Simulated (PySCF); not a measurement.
# C7H14O: the cost of one run

Computed with PySCF 2.14.0 and routines of our own; the level stands in each step. Atoms count from 0.

## Step 1: The system as given

22 atoms, charge 0, multiplicity 1; geometry from: GFN2-xTB.

## Step 2: Magnetic properties: GIAO HF/pcSseg-1

The job: settings as JSON, then the geometry in Å.

```
{"job": {"kind": "mag", "xc": "HF", "basis": "pcSseg-1", "isotopologues": 2}, "charge": 0, "multiplicity": 1}
C      3.731648     0.456842    -0.182653
C      2.542004    -0.414155    -0.553375
O      1.389233     0.124246     0.055924
C      0.201785    -0.443735    -0.317169
C     -0.938384    -0.212833     0.325915
C     -0.995866     0.681478     1.528025
C     -2.229898    -0.813683    -0.152718
C     -3.161911     0.240093    -0.753258
H      3.856963     0.474409     0.896498
H      3.565509     1.473466    -0.528483
H      4.635607     0.066375    -0.641098
H      2.703850    -1.446074    -0.206349
H      2.414843    -0.437627    -1.646356
H      0.241609    -1.091674    -1.187277
H     -1.375342     1.666211     1.256755
H     -1.655030     0.261594     2.285927
H     -0.000016     0.805804     1.943206
H     -2.023223    -1.578218    -0.904466
H     -2.736098    -1.295250     0.688158
H     -2.674257     0.741544    -1.585954
H     -4.076253    -0.225445    -1.114894
H     -3.427183     0.986019    -0.008778
```

Method: GIAO HF/pcSseg-1 magnetisability, rotational g tensor and spin-rotation constants, non-relativistic, gas phase.

Command:

```bash
$ OMP_NUM_THREADS=1 python excited_run.py task.json out
```

One launch serves the whole session: the jobs run in the order shown.

**Question.** How long does this first job take on 1 thread of Arm Neoverse V1, shared host, and how much memory does it need?

About 22 s, with a peak of 1 GiB.
